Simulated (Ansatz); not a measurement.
# Mg3Si2N: the cost of one run

Method: DFT PBE, scalar-relativistic, plane waves, PAW, in Ansatz 0.2.0.

## (1) Starting point

It takes space group P-6m2 (No. 187, hexagonal). The conventional cell has a = 4.370 Å, b = 4.370 Å, c = 6.019 Å, α = 90.00°, β = 90.00°, γ = 120.00°. Mg (site symmetry 3m) is surrounded by 3 Si at 2.57 Å and 5 Mg at 2.93 to 3.08 Å and 3 N at 2.96 Å. Mg (site symmetry -6m2) has 3 N at 2.52 Å as nearest neighbours. Si (site symmetry 3m) is surrounded by 1 Si at 1.94 Å and 1 N at 2.04 Å and 3 Mg at 2.57 Å. N (site symmetry -6m2) has 2 Si at 2.04 Å and 3 Mg at 2.52 Å as nearest neighbours.

Structure file:

```cif
data_structure
_symmetry_space_group_name_H-M 'P-6m2'
_symmetry_Int_Tables_number 187
_cell_length_a 4.3700
_cell_length_b 4.3700
_cell_length_c 6.0186
_cell_angle_alpha 90.000
_cell_angle_beta 90.000
_cell_angle_gamma 120.000
_cell_volume 99.54
loop_
_atom_site_label
_atom_site_type_symbol
_atom_site_symmetry_multiplicity
_atom_site_Wyckoff_symbol
_atom_site_fract_x
_atom_site_fract_y
_atom_site_fract_z
_atom_site_occupancy
Mg1 Mg 2 i 0.66667 0.33333 0.24374 1
Mg2 Mg 1 d 0.33333 0.66667 0.50000 1
Si1 Si 2 g 0.00000 0.00000 0.16152 1
N1 N 1 b 0.00000 0.00000 0.50000 1
```

Recipe of the guess: random cell by space group and Wyckoff sites (P-6m2, No. 187). The dimensions are guesses.

## (2) Probe: one point on a coarse mesh

File input.yaml:

```yaml
crystal:
  lattice:
    - [4.37003736, 0.0, 0.0]
    - [-2.18501868, 3.78456337, 0.0]
    - [0.0, 0.0, 6.01862074]
  atoms:
    - { symbol: Mg, position: [0.66666667, 0.33333333, 0.24373661] }
    - { symbol: Mg, position: [0.66666667, 0.33333333, 0.75626339] }
    - { symbol: Mg, position: [0.33333333, 0.66666667, 0.5] }
    - { symbol: Si, position: [0.0, 0.0, 0.16151711] }
    - { symbol: Si, position: [0.0, 0.0, 0.83848289] }
    - { symbol: "N", position: [0.0, 0.0, 0.5] }
basis:
  ecutwfc: 420
kpoints:
  mp_grid: { grid: [6, 6, 4] }
hamiltonian:
  xc: pbe
scf:
  occupations: { method: gaussian, width: 0.1 }
  lower_state_search: "off"
output:
  forces: true
  stress: true
  eigenvalues: true
```

On the command line:

```console
> ansatz run input.yaml --threads 1 --pin off --max-ram 2560MiB --backend cpu --events-out ev --progress --plain --runs-dir out
```

What time and memory should one allow on 1 thread of Intel Xeon at 2.50GHz (Skylake/Cascade Lake), shared host?

About 8 s, with a peak of 0.35 GiB.
